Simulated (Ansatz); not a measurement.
# [VO2F2]-: the relaxed shape and its frontier levels

What does [VO2F2]- look like as a singlet, and where do its frontier electrons sit?

Program: Ansatz 0.2.0, Gaussian basis. Level of theory: RKS PBE0-D4/def2-TZVPD. These are calculated values, not measurements.

Plan: relaxation at PBE-D4/def2-SVPD; a search for the lowest solution at PBE0-D4/def2-SVP; a single point at PBE0-D4/def2-TZVPD; harmonic vibrations at PBE-D4/def2-SVPD.

### 1 Starting geometry

5 atoms, charge -1, spin multiplicity 1.

Atoms are counted from 1 here; the program's logs count them from 0.

Bond lengths: V1–O2 1.540 Å, V1–O3 1.541 Å, V1–F4 1.707 Å, V1–F5 1.707 Å. Angles: O2–V1–O3 109.8°, O2–V1–F4 108.5°, O2–V1–F5 108.5°, O3–V1–F4 108.6°, O3–V1–F5 108.8°, F4–V1–F5 112.7°.

Geometry (Å):

```xyz
5
F2O2V
V     0.02043   -0.00040    0.01272
O     0.02442   -0.01575    1.55301
O     1.46934    0.00907   -0.51182
F    -0.75969    1.42445   -0.51336
F    -0.75451   -1.41737   -0.54055
```

Formally the metal is d0. No spin-orbit coupling is included. The ion is computed in the gas phase, without counter-ions or solvent.

The start is a GFN2-xTB geometry.

### 2 Relaxation at PBE-D4/def2-SVPD

The input, in.yaml:

```yaml
crystal:
  periodic: [false, false, false]
  atoms:
    - {symbol: V, position_ang: [0.020430, -0.000400, 0.012720]}
    - {symbol: O, position_ang: [0.024420, -0.015750, 1.553010]}
    - {symbol: O, position_ang: [1.469340, 0.009070, -0.511820]}
    - {symbol: F, position_ang: [-0.759690, 1.424450, -0.513360]}
    - {symbol: F, position_ang: [-0.754510, -1.417370, -0.540550]}
basis:
  gaussian: {orbitals: def2-SVPD}
total_charge: -1
hamiltonian: {xc: pbe, dispersion: d4}
scf: {lower_state_search: "off"}
output: {orbitals: {seedname: orbitals}}
relax: {f_tol: 0.02, max_steps: 100}
```

Run with:

```
> ansatz run in.yaml --threads 4 --pin off --events-out ev --progress --plain --max-ram 3916MiB
```

Further steps of the session: Searching for the lowest solution, PBE0-D4/def2-SVP; Single point, PBE0-D4/def2-TZVPD; Harmonic vibrations.

Q: Predict the results of all the runs planned. Wanted: point group; near neighbours of the metal; HOMO, LUMO at PBE0-D4/def2-TZVPD; charge on the metal; lowest, highest wavenumber.

As calculated:

| quantity | value |
| --- | --- |
| point group | C2v |
| near neighbours of the metal | O 1.62, O 1.62, F 1.82, F 1.82 Å |
| HOMO, LUMO at PBE0-D4/def2-TZVPD | -3.22, 2.81 eV |
| charge on the metal (Mulliken, PBE0-D4/def2-TZVPD) | +2.03 e |
| lowest, highest wavenumber | 193, 981 cm⁻¹ |

**Reading.** The molecule keeps its bonding pattern by the stored test; the atoms moved 0.09 Å (rms). The metal has 4 near neighbours by the distance rule, from 1.62 to 1.82 Å. The Mulliken charge of the metal, +2.03 e, depends on the basis and isn't its oxidation state. All wavenumbers are real: a minimum at this level. The HOMO lies nearest to O2, O3 about 48 % each and the LUMO to V1 73 %; O2, O3 about 7 % each. Whether this spin is the lowest isn't tested here.
